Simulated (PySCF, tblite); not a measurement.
# C₅H₁₁Cl₂FSi: geometry, infrared bands and NMR shifts

Wanted: the infrared bands and NMR shifts of C₅H₁₁Cl₂FSi (`C[C@@H](CC(Cl)Cl)[C@@H](F)[SiH3]`), by calculation.

Computed with tblite 0.8.0 and PySCF 2.14.0, with density-fitted response routines of our own, on a single molecule in the gas phase. Atoms are numbered from 0 throughout.

## Step 1: Starting geometry

20 atoms, charge 0, multiplicity 1; geometry from: force field or distance geometry start.

Bonds of the start (Å): C0–C1 1.52, C1–C2 1.50, C2–C3 1.49, C3–Cl4 1.79, C3–Cl5 1.80, C1–C6 1.50, C6–F7 1.39, C6–Si8 1.86, C0–H9 1.11, C0–H10 1.11, C0–H11 1.10, C1–H12 1.12, C2–H13 1.11, C2–H14 1.13, C3–H15 1.09, C6–H16 1.11, Si8–H17 1.49, Si8–H18 1.45, Si8–H19 1.48.

## Step 2: Optimising the geometry with GFN2-xTB

Job settings and geometry (Å):

```
{"job": {"kind": "relax", "xc": "GFN2-xTB", "basis": "xTB"}, "charge": 0, "multiplicity": 1}
C      0.259800     1.827500     0.209100
C     -0.122200     0.368800     0.389000
C     -1.496000     0.211200    -0.204500
C     -2.060400    -1.162900    -0.133600
Cl    -2.190900    -1.692000     1.576100
Cl    -3.698600    -1.117800    -0.877300
C      0.795400    -0.549200    -0.363700
F      0.703500    -0.229200    -1.712100
Si     2.571800    -0.522600     0.201400
H     -0.508400     2.311300    -0.434900
H      0.221100     2.312700     1.203200
H      1.262100     1.919800    -0.235900
H     -0.213500     0.141300     1.484400
H     -2.211400     0.959500     0.206000
H     -1.423500     0.479500    -1.302000
H     -1.513900    -1.924700    -0.696700
H      0.454000    -1.598500    -0.260300
H      3.399700    -0.814500    -0.996400
H      2.994300     0.733100     0.801800
H      2.771900    -1.642500     1.143400
```

Launch:

```
> OMP_NUM_THREADS=1 python probes_run.py task.json out
```

One launch serves the whole session: the jobs run in the order shown.

**Question.** This job is followed by: GFN2-xTB harmonic vibrations, gas phase; GIAO PBE0/pcSseg-1 NMR shielding, non-relativistic, gas phase. What will the session give for the following? strongest single infrared mode (GFN2-xTB); zero-point energy (GFN2-xTB); 13C shifts against TMS (PBE0/pcSseg-1); 1H shifts against TMS (PBE0/pcSseg-1, means over atoms taken as alike); 35Cl shifts against HCl (PBE0/pcSseg-1); 19F shifts against CFCl3 (PBE0/pcSseg-1); 29Si shifts against TMS (PBE0/pcSseg-1); surface potential, 1st and 99th percentile.

The runs gave:

```
                                                              quantity                                         value
                             strongest single infrared mode (GFN2-xTB)                         2292 cm⁻¹, 305 km/mol
                                          zero-point energy (GFN2-xTB)                                 91.4 kcal/mol
                                13C shifts against TMS (PBE0/pcSseg-1)              88.1, 86.1, 49.8, 39.8, 18.4 ppm
1H shifts against TMS (PBE0/pcSseg-1, means over atoms taken as alike)  6.04, 5.02, 3.94, 2.49, 1.97, 1.90, 1.16 ppm
                               35Cl shifts against HCl (PBE0/pcSseg-1)                                  286, 247 ppm
                              19F shifts against CFCl3 (PBE0/pcSseg-1)                                    -271.6 ppm
                               29Si shifts against TMS (PBE0/pcSseg-1)                                     -74.1 ppm
                                 surface potential, 1st and 99th percentile                            -0.77 V and 1.27 V
```

What this shows: Over 218 steps the energy fell by 0.517 eV; of the close pairs, C6–Si8 changed most, 1.864 to 1.927 Å. All 54 modes are real, so the xTB geometry is a minimum. The strongest single mode, at 2292 cm⁻¹, moves mainly H17. GFN2-xTB is a fitted tight-binding method: band positions and strengths are rough. Its intensities can rank the bands wrongly. C3 stands next to heavy halogen, whose spin-orbit shielding this run leaves out, so the computed shift lies too far downfield, most of all for carbon beside Br or I. The most deshielded carbon is C6 (sp3 CH bonded to F and Si), at 88.1 ppm: pulled downfield by the heteroatom. The most deshielded hydrogen is H15 (hydrogen on an sp3 CH bonded to 2 Cl), at 6.04 ppm: its carbon carries Cl, hence the downfield position. At PBE0/pcSseg-1: The largest span, 652 ppm, is at Cl5, where the paramagnetic term is -480 ppm.
